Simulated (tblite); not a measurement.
# C5H9BrSi2: the cost of one run

Programs: tblite 0.8.0 and PySCF 2.14.0, with density-fitted response routines of our own. Each step states its level of theory. These are calculated values for one molecule in the gas phase, unless marked as measured. Atoms count from 0, in the outputs and in this text.

## Step 1: The molecule as given

17 atoms, charge 0, multiplicity 1; geometry from: force field or distance geometry start.

Bonds of the start (Å): C0–C1 1.19, C1–C2 1.46, C2–C3 1.57, C3–Si4 1.91, Si4–C5 1.82, Si4–Br6 2.18, Si4–Si7 2.21, Si7–C2 1.95, C0–H8 1.07, C2–H9 1.10, C3–H10 1.09, C3–H11 1.11, C5–H12 1.09, C5–H13 1.10, C5–H14 1.09, Si7–H15 1.49, Si7–H16 1.49.

## Step 2: Optimising the geometry with GFN2-xTB

What the job is given:

```
{"job": {"kind": "relax", "xc": "GFN2-xTB", "basis": "xTB"}, "charge": 0, "multiplicity": 1}
C     -3.585900    -0.552500    -0.229800
C     -2.451100    -0.194800    -0.207200
C     -1.053500     0.224400    -0.175200
C     -0.061500    -0.737000    -0.917900
Si     1.440900    -0.341400     0.198300
C      2.340900     1.125500    -0.393000
Br     2.716000    -2.075900     0.543200
Si    -0.239800     0.012600     1.589000
H     -4.608000    -0.865700    -0.257400
H     -0.957800     1.273600    -0.491500
H      0.100000    -0.501200    -1.966600
H     -0.336500    -1.811000    -0.862300
H      1.671300     1.959300    -0.623200
H      3.055600     1.492000     0.359800
H      2.921900     0.919500    -1.292300
H     -0.223600     1.270400     2.389300
H     -0.735900    -1.185700     2.326800
```

Launch:

```
$ OMP_NUM_THREADS=1 python probes_run.py task.json out
```

One launch serves the whole session: the jobs run in the order shown.

Q: Estimate the wall time and peak memory of this first job on 1 thread of AMD EPYC 7R43, shared host.

About 1.3 s, with a peak of 0.18 GiB.
